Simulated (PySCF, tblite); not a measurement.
# C5H10BNO2: infrared bands, NMR shifts and electronic excitations in gas and solvents, part 2 of 2

tblite 0.8.0 and PySCF 2.14.0. Atoms count from 0. Earlier steps stand in the parts before.

## (6) Excited states and response: CAM-B3LYP/def2-SVPD

Job settings and geometry (Å):

```
{"job": {"kind": "uv", "xc": "CAM-B3LYP", "basis": "def2-SVPD", "ip": true, "dynamic": false}, "charge": 0, "multiplicity": 1}
C      3.378780    -0.387599    -0.814386
N      2.706405     0.788438    -1.290074
C      1.513384     1.048723    -0.963697
C      0.575354     0.246811    -0.090136
C     -0.063999    -0.911988    -0.848398
C     -1.124525    -1.565013     0.017086
O     -2.043860    -0.618068     0.515858
B     -1.673459     0.678486     0.673039
O     -0.421123     1.129657     0.388978
H      4.390699    -0.112100    -0.478142
H      2.880591    -0.941873     0.003714
H      3.518005    -1.084386    -1.658160
H      1.052219     1.965924    -1.367813
H      1.127974    -0.152906     0.780378
H      0.700292    -1.646860    -1.143022
H     -0.519877    -0.524643    -1.775418
H     -1.690735    -2.316354    -0.554919
H     -0.653742    -2.089966     0.867810
H     -2.487683     1.466867     1.080848
```

Level: TDDFT CAM-B3LYP/def2-SVPD, vertical, gas phase, core orbitals frozen in the response.

Output:

```text
coarse grid: 15952 points
cycle   1  E = -425.9430421167  dE =  1.494e+00  |g| = 8.391e-01  |ddm| = 7.449e+00
cycle   2  E = -425.8772606996  dE =  6.578e-02  |g| = 1.072e+00  |ddm| = 2.892e+00
cycle   3  E = -426.0839615449  dE = -2.067e-01  |g| = 7.094e-02  |ddm| = 1.729e+00
cycle   4  E = -426.0846467629  dE = -6.852e-04  |g| = 5.215e-02  |ddm| = 2.532e-01
cycle   5  E = -426.0851901396  dE = -5.434e-04  |g| = 1.343e-02  |ddm| = 1.465e-01
cycle   6  E = -426.0852284914  dE = -3.835e-05  |g| = 3.712e-03  |ddm| = 3.980e-02
cycle   7  E = -426.0852317663  dE = -3.275e-06  |g| = 6.981e-04  |ddm| = 9.404e-03
final grid: 154376 points
cycle   8  E = -426.1745489751  dE = -5.362e-05  |g| = 3.088e-03  |ddm| = 1.319e-01
cycle   9  E = -426.1745499028  dE = -9.277e-07  |g| = 2.606e-03  |ddm| = 1.814e-02
cycle  10  E = -426.1745515161  dE = -1.613e-06  |g| = 3.917e-04  |ddm| = 6.467e-03
cycle  11  E = -426.1745515339  dE = -1.772e-08  |g| = 2.964e-04  |ddm| = 1.658e-03
cycle  12  E = -426.1745515520  dE = -1.815e-08  |g| = 4.500e-05  |ddm| = 5.914e-04
cycle  13  E = -426.1745515525  dE = -4.694e-10  |g| = 1.601e-05  |ddm| = 1.887e-04
converged SCF energy = -426.1745515525

Static polarisability (au): isotropic 85.105, principal 67.448 81.682 106.185

Singlet excitations
state   eV       nm        f      main configurations
  1   4.8861    253.7   0.00219   H->L 0.71, H->L+1 0.24
  2   6.8977    179.7   0.01141   H->L+1 0.47, H->L 0.20, H->L+3 0.17
  3   7.3766    168.1   0.00366   H->L+2 0.42, H->L+3 0.16, H->L+4 0.12
  4   7.5216    164.8   0.20320   H-1->L 0.79
  5   7.8553    157.8   0.00280   H->L+2 0.30, H->L+3 0.14, H-2->L 0.09
  6   7.9207    156.5   0.05388   H->L+4 0.28, H-1->L+1 0.20
  7   7.9593    155.8   0.05807   H-1->L+1 0.35, H->L+3 0.15
  8   8.0830    153.4   0.00796   H-2->L 0.34, H->L+3 0.13, H->L+5 0.09
  9   8.2015    151.2   0.00973   H-2->L 0.16, H->L+5 0.13, H-1->L+3 0.12
 10   8.2512    150.3   0.00107   H-2->L+1 0.30, H-3->L 0.16

Triplet excitations (Tamm-Dancoff, eV): 4.1127 4.8222 6.7907 7.1584
Vertical ionisation energy (delta-SCF) = 9.3823 eV
```

It took 8.7 min on 1 thread of Arm Neoverse N1, shared host; peak memory 1.3 GiB.

Frontier orbitals and where they lie:

| orbital | eV | atoms |
| --- | --- | --- |
| HOMO−3 | -10.74 | O6 30 %, O8 19 %, N1 9 % |
| HOMO−2 | -10.30 | O6 39 %, O8 18 %, C5 12 % |
| HOMO−1 | -9.80 | N1 28 %, C2 18 %, O8 11 % |
| HOMO | -8.62 | N1 53 %, C2 12 %, C0 11 % |
| LUMO | 0.69 | N1 22 %, C2 22 %, C3 7 % |
| LUMO+1 | 0.93 | B7 20 %, N1 10 %, C2 10 % |
| LUMO+2 | 1.38 | B7 24 %, O6 15 %, O8 14 % |

With each of the 10 states as a Gaussian band of 0.4 eV half-width at 1/e, the curve within the window shown has maxima at 163 nm (ε 10,000) L/(mol cm). Beyond the last state computed it falls off for lack of states. The curve at chosen wavelengths:

```tsv
nm	ε (L/mol/cm)
145	752
151	4068
157	8512
162	10446
168	8210
174	3604
180	1171
185	497
191	177
197	48
203	9
208	2
214	1
220	3
226	9
231	21
237	42
243	66
249	84
254	89
260	81
266	65
272	45
277	31
283	18
289	10
```

Leading natural transition orbitals of singlet state 4: the hole lies on N1 22 %; O8 16 %; C2 13 %; the particle on C2 26 %; N1 26 %; H12 9 %.

Leading natural transition orbitals of singlet state 1: the hole lies on N1 63 %; C3 8 %; H10, H12 about 6 % each; the particle on C2 36 %; N1 35 %; H12 10 %.

Ground-state properties from the same run:

| property | computed |
| --- | --- |
| dipole moment (D) | 3.17 |
| polarisability (Å³) | 12.61 |
| HOMO–LUMO gap (eV) | 9.31 |
| −ε(HOMO) (eV) | 8.62 |

## (7) Nuclear shieldings: PBE/pcSseg-1

Settings changed since step 6:

```diff
@@ -1,2 +1,2 @@
-{"job": {"kind": "uv", "xc": "CAM-B3LYP", "basis": "def2-SVPD", "ip": true, "dynamic": false}, "charge": 0, "multiplicity": 1}
+{"job": {"kind": "nmr", "xc": "PBE", "basis": "pcSseg-1", "pop": false}, "charge": 0, "multiplicity": 1}
 C      3.378780    -0.387599    -0.814386
```

Method: GIAO PBE/pcSseg-1 NMR shielding, non-relativistic, gas phase.

Output:

```text
coarse grid: 15952 points
cycle   1  E = -425.8241106706  dE =  1.078e+00  |g| = 9.306e-01  |ddm| = 3.883e+00
cycle   2  E = -425.4052303853  dE =  4.189e-01  |g| = 1.737e+00  |ddm| = 2.369e+00
cycle   3  E = -425.9777970258  dE = -5.726e-01  |g| = 2.573e-01  |ddm| = 1.681e+00
cycle   4  E = -425.9884214836  dE = -1.062e-02  |g| = 1.428e-01  |ddm| = 2.719e-01
cycle   5  E = -425.9925426536  dE = -4.121e-03  |g| = 4.797e-02  |ddm| = 1.461e-01
cycle   6  E = -425.9930278086  dE = -4.852e-04  |g| = 1.226e-02  |ddm| = 4.898e-02
cycle   7  E = -425.9930608145  dE = -3.301e-05  |g| = 2.302e-03  |ddm| = 1.203e-02
cycle   8  E = -425.9930620704  dE = -1.256e-06  |g| = 6.898e-04  |ddm| = 2.775e-03
final grid: 154376 points
cycle   9  E = -426.0909929149  dE = -5.166e-05  |g| = 1.936e-02  |ddm| = 4.482e-02
cycle  10  E = -426.0908220085  dE =  1.709e-04  |g| = 3.576e-02  |ddm| = 3.895e-02
cycle  11  E = -426.0910655871  dE = -2.436e-04  |g| = 4.092e-03  |ddm| = 2.613e-02
cycle  12  E = -426.0910692107  dE = -3.624e-06  |g| = 1.230e-03  |ddm| = 4.172e-03
cycle  13  E = -426.0910695034  dE = -2.927e-07  |g| = 4.524e-04  |ddm| = 1.343e-03
cycle  14  E = -426.0910695494  dE = -4.600e-08  |g| = 7.128e-05  |ddm| = 4.261e-04
cycle  15  E = -426.0910695505  dE = -1.119e-09  |g| = 2.270e-05  |ddm| = 7.725e-05
cycle  16  E = -426.0910695506  dE = -1.202e-10  |g| = 5.232e-06  |ddm| = 2.338e-05
converged SCF energy = -426.0910695506

GIAO shielding tensors (ppm)
atom      isotropic    diamagn.    paramagn.     s11        s22        s33       span
  0 C      137.609     250.100    -112.491    116.731    127.602    168.494     51.763
  1 N     -108.857     324.398    -433.255   -467.125   -125.804    266.359    733.484
  2 C        7.997     252.778    -244.782    -87.447     25.173     86.264    173.710
  3 C      111.673     249.850    -138.177     99.346    103.851    131.821     32.475
  4 C      148.404     254.674    -106.270    141.529    149.547    154.136     12.608
  5 C      115.824     245.889    -130.065     97.216     99.694    150.564     53.347
  6 O      187.910     393.638    -205.728     54.554    174.915    334.262    279.708
  7 B       72.932     199.651    -126.719     55.259     71.445     92.092     36.834
  8 O      175.267     395.028    -219.761     54.241    163.810    307.751    253.510
  9 H       27.503      27.111       0.392     24.457     26.037     32.014      7.557
 10 H       27.908      32.915      -5.007     23.983     29.425     30.316      6.332
 11 H       27.735      28.794      -1.058     25.383     26.449     31.374      5.990
 12 H       23.455      29.887      -6.432     21.336     21.733     27.295      5.959
 13 H       26.123      33.363      -7.239     21.989     24.806     31.576      9.587
 14 H       29.625      33.193      -3.568     25.545     28.818     34.513      8.968
 15 H       29.700      32.752      -3.052     26.324     28.730     34.045      7.721
 16 H       27.117      28.318      -1.202     22.687     26.662     32.001      9.314
 17 H       27.057      30.424      -3.368     22.874     26.316     31.980      9.105
 18 H       26.929      29.661      -2.732     23.809     26.170     30.809      6.999
```

It took 80 s on 1 thread of Arm Neoverse N1, shared host; peak memory 0.95 GiB.

This run: δ C2 172.0, C3 68.4, C5 64.2, C0 42.4, H12 7.74, H13 5.07 ppm.

## (8) Shielding tensors: PBE0/pcSseg-1 in chloroform

Settings changed since step 7:

```diff
@@ -1,2 +1,2 @@
-{"job": {"kind": "nmr", "xc": "PBE", "basis": "pcSseg-1", "pop": false}, "charge": 0, "multiplicity": 1}
+{"job": {"kind": "nmr", "xc": "PBE0", "basis": "pcSseg-1", "solvent": "chloroform", "pop": true}, "charge": 0, "multiplicity": 1}
 C      3.378780    -0.387599    -0.814386
```

Level: GIAO PBE0/pcSseg-1 NMR shielding, non-relativistic, IEF-PCM chloroform.

Output:

```text
coarse grid: 15952 points
cycle   1  E = -425.9428087533  dE =  1.304e+00  |g| = 7.812e-01  |ddm| = 3.815e+00
cycle   2  E = -425.8328197759  dE =  1.100e-01  |g| = 1.115e+00  |ddm| = 1.254e+00
cycle   3  E = -426.0530501727  dE = -2.202e-01  |g| = 1.025e-01  |ddm| = 7.737e-01
cycle   4  E = -426.0545802081  dE = -1.530e-03  |g| = 6.044e-02  |ddm| = 9.978e-02
cycle   5  E = -426.0553206460  dE = -7.404e-04  |g| = 1.482e-02  |ddm| = 5.136e-02
cycle   6  E = -426.0553631259  dE = -4.248e-05  |g| = 4.451e-03  |ddm| = 1.393e-02
cycle   7  E = -426.0553674921  dE = -4.366e-06  |g| = 4.638e-04  |ddm| = 3.568e-03
final grid: 154376 points
cycle   8  E = -426.1276464070  dE = -5.015e-05  |g| = 1.160e-02  |ddm| = 3.123e-02
cycle   9  E = -426.1276255965  dE =  2.081e-05  |g| = 1.599e-02  |ddm| = 1.751e-02
cycle  10  E = -426.1276725686  dE = -4.697e-05  |g| = 1.278e-03  |ddm| = 9.994e-03
cycle  11  E = -426.1276729164  dE = -3.478e-07  |g| = 2.974e-04  |ddm| = 1.160e-03
cycle  12  E = -426.1276729292  dE = -1.282e-08  |g| = 1.693e-04  |ddm| = 3.344e-04
cycle  13  E = -426.1276729351  dE = -5.861e-09  |g| = 4.028e-05  |ddm| = 1.505e-04
cycle  14  E = -426.1276729354  dE = -3.445e-10  |g| = 8.787e-06  |ddm| = 3.310e-05
converged SCF energy = -426.1276729354

GIAO shielding tensors (ppm)
atom      isotropic    diamagn.    paramagn.     s11        s22        s33       span
  0 C      143.007     248.855    -105.848    121.756    134.066    173.199     51.444
  1 N     -101.225     326.513    -427.738   -449.951   -129.763    276.038    725.990
  2 C        8.893     253.241    -244.348    -94.168     25.787     95.058    189.226
  3 C      117.000     248.889    -131.888    105.396    108.967    136.639     31.243
  4 C      154.573     254.304     -99.732    147.921    156.064    159.733     11.812
  5 C      122.381     245.207    -122.826    103.784    106.242    157.117     53.333
  6 O      204.705     394.391    -189.687     72.435    195.968    345.711    273.277
  7 B       76.925     198.503    -121.578     60.228     75.166     95.381     35.152
  8 O      192.853     396.167    -203.314     72.773    187.134    318.651    245.878
  9 H       27.633      27.146       0.487     24.388     25.965     32.546      8.158
 10 H       27.984      31.966      -3.981     23.820     29.754     30.379      6.558
 11 H       27.817      28.566      -0.749     25.209     26.279     31.962      6.754
 12 H       23.575      29.828      -6.253     21.654     21.726     27.346      5.692
 13 H       26.261      32.799      -6.538     22.035     25.090     31.659      9.624
 14 H       29.529      32.763      -3.234     25.020     28.533     35.033     10.012
 15 H       29.671      32.476      -2.805     25.976     28.564     34.472      8.496
 16 H       27.166      28.235      -1.069     22.514     26.530     32.455      9.941
 17 H       27.128      30.024      -2.896     22.799     26.296     32.290      9.491
 18 H       27.144      29.727      -2.583     23.852     26.276     31.304      7.452
```

Wall time 66 s (1 thread of Arm Neoverse N1, shared host); peak memory 1.1 GiB.

Key values: δ C2 176.3, C3 68.2, C5 62.8, C0 42.2, H12 7.67, H13 4.99 ppm.

## (9) Excited states and response: CAM-B3LYP/def2-SVPD in chloroform

Settings changed since step 8:

```diff
@@ -1,2 +1,2 @@
-{"job": {"kind": "nmr", "xc": "PBE0", "basis": "pcSseg-1", "solvent": "chloroform", "pop": true}, "charge": 0, "multiplicity": 1}
+{"job": {"kind": "uv", "xc": "CAM-B3LYP", "basis": "def2-SVPD", "solvent": "chloroform", "nstates": 6, "ntriplets": 0}, "charge": 0, "multiplicity": 1}
 C      3.378780    -0.387599    -0.814386
```

Method: TDDFT CAM-B3LYP/def2-SVPD, vertical, IEF-PCM chloroform (non-equilibrium linear response), core orbitals frozen in the response.

Output:

```text
coarse grid: 15952 points
cycle   1  E = -425.9576017304  dE =  1.480e+00  |g| = 8.246e-01  |ddm| = 7.454e+00
cycle   2  E = -425.9010484555  dE =  5.655e-02  |g| = 1.037e+00  |ddm| = 2.850e+00
cycle   3  E = -426.0928001995  dE = -1.918e-01  |g| = 6.129e-02  |ddm| = 1.643e+00
cycle   4  E = -426.0934217865  dE = -6.216e-04  |g| = 4.104e-02  |ddm| = 2.434e-01
cycle   5  E = -426.0937537742  dE = -3.320e-04  |g| = 1.235e-02  |ddm| = 1.194e-01
cycle   6  E = -426.0937858312  dE = -3.206e-05  |g| = 3.557e-03  |ddm| = 4.725e-02
cycle   7  E = -426.0937887774  dE = -2.946e-06  |g| = 6.367e-04  |ddm| = 8.458e-03
final grid: 154376 points
cycle   8  E = -426.1830534123  dE = -5.367e-05  |g| = 3.067e-03  |ddm| = 1.341e-01
cycle   9  E = -426.1830543428  dE = -9.305e-07  |g| = 2.580e-03  |ddm| = 1.834e-02
cycle  10  E = -426.1830559024  dE = -1.560e-06  |g| = 4.101e-04  |ddm| = 6.863e-03
cycle  11  E = -426.1830559242  dE = -2.179e-08  |g| = 2.857e-04  |ddm| = 1.802e-03
cycle  12  E = -426.1830559413  dE = -1.704e-08  |g| = 3.861e-05  |ddm| = 5.798e-04
cycle  13  E = -426.1830559416  dE = -3.503e-10  |g| = 1.459e-05  |ddm| = 2.071e-04
converged SCF energy = -426.1830559416

Static polarisability (au): isotropic 103.543, principal 83.553 100.343 126.732

Singlet excitations
state   eV       nm        f      main configurations
  1   4.9695    249.5   0.00270   H->L 0.90
  2   7.1139    174.3   0.06099   H->L+1 0.41, H->L+3 0.31, H->L+4 0.09
  3   7.4401    166.6   0.25326   H-1->L 0.84
  4   7.5034    165.2   0.04741   H->L+2 0.53, H->L+1 0.08
  5   7.9487    156.0   0.00775   H->L+3 0.17, H-2->L+1 0.14, H->L+1 0.13
  6   7.9901    155.2   0.00502   H->L+5 0.19, H->L+4 0.16, H-3->L+2 0.13
```

Run time: 2.3 min. Hardware: 1 thread of Arm Neoverse N1, shared host; peak memory 1.4 GiB.

In short: HOMO -8.62 eV, LUMO 0.82 eV; lowest singlet 4.97 eV.

## (10) Comparing the runs: NMR shifts

Shifts (ppm) of some atoms, chosen among heavy atoms and hydrogens apart, with basis size and wall time:

| run | C2 | C5 | H13 | H14 | N1 | O8 | O6 | functions | time |
| --- | --- | --- | --- | --- | --- | --- | --- | --- | --- |
| PBE0/pcSseg-1 | 173.7 | 61.7 | 4.78 | 1.47 | 376.1 | 142.1 | 129.7 | 203 | 81 s |
| PBE/pcSseg-1 | 172.0 | 64.2 | 5.07 | 1.57 | 373.9 | 159.4 | 146.7 | 203 | 80 s |
| PBE0/pcSseg-1 in chloroform | 176.3 | 62.8 | 4.99 | 1.72 | 369.0 | 148.1 | 136.3 | 203 | 66 s |

## (11) Comparing the runs: electronic excitations

Excitations and ground-state properties, with basis size and wall time:

| run | lowest singlet (eV) | brightest (eV) | f | gap (eV) | α (Å³) | μ (D) | functions | time |
| --- | --- | --- | --- | --- | --- | --- | --- | --- |
| CAM-B3LYP/def2-SVPD | 4.89 | 7.52 | 0.203 | 9.31 | 12.61 | 3.17 | 266 | 8.7 min |
| CAM-B3LYP/def2-SVPD in chloroform | 4.97 | 7.44 | 0.253 | 9.45 | 15.34 | 3.93 | 266 | 2.3 min |

## (12) Outcome

What follows sums up all 2 parts.

| quantity | value |
| --- | --- |
| strongest single infrared mode (GFN2-xTB) | 1234 cm⁻¹, 199 km/mol |
| zero-point energy (GFN2-xTB) | 95.5 kcal/mol |
| point group | C1 |
| rotational constants (main isotopes) | 3.81, 1.01, 0.86 GHz |
| 13C shifts against TMS (PBE0/pcSseg-1) | 173.7, 66.3, 61.7, 41.2, 30.3 ppm |
| 1H shifts against TMS (PBE0/pcSseg-1, means over atoms taken as alike) | 7.70, 4.78, 4.20, 3.97, 3.96, 3.38, 1.47, 1.46 ppm |
| 15N shifts against NH3 (PBE0/pcSseg-1) | 376.1 ppm |
| 17O shifts against H2O (PBE0/pcSseg-1) | 142.1, 129.7 ppm |
| 11B shifts against BF3·OEt2 (PBE0/pcSseg-1) | 24.0 ppm |
| surface potential, 1st and 99th percentile | -1.62 V and 1.24 V |
| lowest singlet (CAM-B3LYP/def2-SVPD) | 4.89 eV (254 nm), f = 0.002 |
| brightest single state of those computed | state 4, 7.52 eV, f = 0.203 |
| lowest triplet | 4.11 eV |
| vertical ionisation energy (ΔSCF) | 9.38 eV |
| range of the shift of O8 | 142.1 to 159.4 ppm |
| range of the lowest singlet | 4.89 to 4.97 eV |

In words: The optimisation took 145 steps and gained 1.329 eV; among the close pairs (by a distance rule), O6–B7 changed most, from 1.478 to 1.351 Å (GFN2-xTB). All 51 modes are real, so the xTB geometry is a minimum. The strongest single mode, at 1234 cm⁻¹, has its largest shares on H13, B7 and H14 (the list is cut at 3 atoms). GFN2-xTB is a fitted tight-binding method: band positions and strengths are rough. Its intensities can rank the bands wrongly. The optimisation took 9 steps and gained 0.202 eV; among the close pairs (by a distance rule), C3–C4 changed most, from 1.562 to 1.525 Å (PBE0/def2-SVP). At PBE0/pcSseg-1: The widest tensor belongs to N1: span 753 ppm, with a paramagnetic part of -435 ppm. By nearest atom (PBE0/pcSseg-1), the HOMO sits on N1 58 %; C3 8 % and the LUMO on C2 33 %; N1 33 %. The lowest singlet, at 4.89 eV, is HOMO→LUMO 0.71, HOMO→LUMO+1 0.24 and is weak; of the 10 states computed, the strongest absorption comes from state 4 at 7.52 eV. The lowest triplet lies 0.77 eV below the lowest singlet (triplets in Tamm-Dancoff, singlets in full TDDFT). The orbital energy would give 8.62 eV for ionisation, ΔSCF gives 9.38 eV. Across the 3 runs the shift of O8 moves most, between 142.1 (PBE0/pcSseg-1) and 159.4 ppm (PBE/pcSseg-1). The lowest singlet runs from 4.89 eV (CAM-B3LYP/def2-SVPD) to 4.97 eV (CAM-B3LYP/def2-SVPD in chloroform), while the orbital gap spans 9.31 to 9.45 eV. The lowest state need not be the same one in every run. The runs solved for a few states only, so the brightest column depends on that window.
